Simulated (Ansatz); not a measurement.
What does this script print? It uses Ansatz 0.2.0, Python API.

`lattice_rb.py`
```python
# -*- coding: utf-8 -*-
from dataclasses import dataclass

import ansatz as az
import numpy as np


@dataclass(frozen=True)
class Options:
    cutoff_ev: int = 420
    k_spacing: float = 0.22
    smearing: str = "fermi_dirac"
    sigma: float = 0.15
    force_tol: float = 0.05


cfg = Options()

def edges_and_angles(cell):
    cell = np.asarray(cell)
    a, b, c = np.linalg.norm(cell, axis=1)
    cosines = cell[1] @ cell[2] / (b * c), cell[0] @ cell[2] / (a * c), cell[0] @ cell[1] / (a * b)
    return (a, b, c, *np.degrees(np.arccos(cosines)))

vectors = np.array([
    [0.0, 3.639885, 3.639885],
    [3.639885, 0.0, 3.639885],
    [3.639885, 3.639885, 0.0],
])
system = az.Lattice.of(vectors).atom("Rb", (0.0, 0.0, 0.0))

calc = (
    system.calculation()
    .basis(cfg.cutoff_ev)
    .kpoints(spacing=cfg.k_spacing)
    .occupations(cfg.smearing, width=cfg.sigma)
    .relax(cell=True, force_tolerance=cfg.force_tol)
)

levels = [("blyp", "d3bj"), ("lda", "none"), ("pbesol", "d3bj")]
print("level            a       b       c    alpha   beta  gamma  V/atom  steps")
for name, dispersion in levels:
    seen = []
    run = calc.functional(name, dispersion=dispersion).session().plan()
    res = run.execute(on_event=lambda e: seen.append(e) if e["event"] == "relax_step" else None)
    cell = res.lattice.cell_ang
    label = name if dispersion == "none" else f"{name}+{dispersion}"
    print("{:13s} {:7.4f} {:7.4f} {:7.4f} {:6.2f} {:6.2f} {:6.2f}".format(label, *edges_and_angles(cell)), f"{abs(np.linalg.det(cell)) / len(res.lattice.sites):7.3f} {len(seen):5d}")
```

Output of `python lattice_rb.py`:
```text
level            a       b       c    alpha   beta  gamma  V/atom  steps
blyp+d3bj      4.8446  4.8446  4.8446  60.00  60.00  60.00  80.401     5
lda            4.7946  4.7946  4.7946  60.00  60.00  60.00  77.937     6
pbesol+d3bj    4.8200  4.8200  4.8200  60.00  60.00  60.00  79.182     5
```

From smallest to largest: LDA (77.94 Å³ an atom, -19.2 % against the start), PBEsol+D3BJ (79.18 Å³ an atom, -17.9 % against the start) and BLYP+D3BJ (80.40 Å³ an atom, -16.6 % against the start). The spread is 3.2 % in volume.

Caveats:
- BLYP and dispersion corrections can be off by several per cent in the lattices of metals, and by several GPa in the pressure at a fixed cell.
- The mesh is modest for a metal, so energies can be off by several to tens of meV an atom and pressures by half a GPa or more; differences at equal mesh fare better.
- Edges and angles are those of the cell as typed, here a primitive one, not of the conventional cell.
- This isn't the structure that Rb takes at ambient conditions.
- Timing: 15 s on 1 thread of Intel(R) Xeon(R) Processor @ 2.30GHz, on a shared host, peak memory 0.52 GiB.
